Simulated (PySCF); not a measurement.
# KN+: from the state search to spectroscopic constants

Aim: find the lowest electronic state of KN+, scan its bond at several levels of theory, and get bond length, wavenumber and dissociation energy from each curve.

Method: K 6-31G(d,p), N 6-31G(d,p), no relativity; program: PySCF 2.14.0.

## Step 1: The job

The job is set up so:

| Item | Value |
| --- | --- |
| atoms | K, N |
| charge | 1 |
| basis | K 6-31G(d,p), N 6-31G(d,p) |
| Hamiltonian | no relativity |
| basis functions | 46 |
| electrons treated | 25 |
| masses in u | 38.9637, 14.0031 |
| levels | PBE0, PBE, r²SCAN, MN15, M06-2X, r²SCAN0, LC-ωPBE, HF, MP2, SCS-MP2, CCSD, CCSD(T) |
| grid | 80 radial by 434 angular points |
| occupations | held fixed by the projection of orbital angular momentum |
| dissociation limit | K+ + N, each in its ground configuration |
| starting distance in angstrom | 2.700 |
| values of 2S to try | 1, 3 |

The run is started by

```console
> OMP_NUM_THREADS=1 python dia.py task.json out
```

Further steps of the session: First curve: PBE0; Excited determinants; PBE (GGA); r²SCAN; MN15 (hybrid meta-GGA); M06-2X (hybrid meta-GGA); r²SCAN0; LC-ωPBE (range-separated hybrid); UHF (mean field); Adding correlation.

Q: Predict the outcome of this session. Wanted: for each run, Re; ωe; De; μ.

The runs gave:

Lowest PBE0 solution found, without spin–orbit coupling: ⁴Σ⁻ (quartet), unpaired electrons σ ↑, π ↑↑. State 2 has its PBE0 minimum 1.19 eV higher, as a spin-mixed determinant (⟨S²⟩ = 1.76), so this is no gap between pure states. The other levels ran on the lowest alone.

```
      level  Re (Å)  ωe (cm⁻¹)  De (eV)  μ (D)
        UHF   3.284       73.7    0.068  -3.76
    UHF-MP2   3.201       84.0    0.092    n/a
UHF-SCS-MP2   3.219       81.8    0.087    n/a
   UHF-CCSD   3.208       84.2    0.095    n/a
UHF-CCSD(T)   3.199       85.5    0.098    n/a
        PBE   3.111       95.5    0.142  -3.37
     r²SCAN   3.124       92.1    0.102  -3.46
       PBE0   3.127       90.4    0.112  -3.46
    r²SCAN0   3.117       91.5    0.093  -3.48
       MN15   3.127       95.7    0.120  -3.47
     M06-2X   3.012      111.6    0.124  -3.34
    LC-ωPBE   3.186       84.5    0.101  -3.57
```

De is counted to K+ + N in their ground configurations. A positive dipole points from K to N; in an ion it is taken about the centre of mass and does not tell which atom is negative.

What this shows: The methods spread over 0.273 Å in bond length, from M06-2X to UHF. CCSD(T) can't serve as the judge here: for a weak bond in this basis it is far from its limit. Of the levels with a De here, UHF gives the least (0.068 eV) and PBE the most (0.142 eV).

Correlated steps freeze 6 core orbitals. The bond is weak, and basis-set superposition, which was not computed, may be a sizeable part of it.
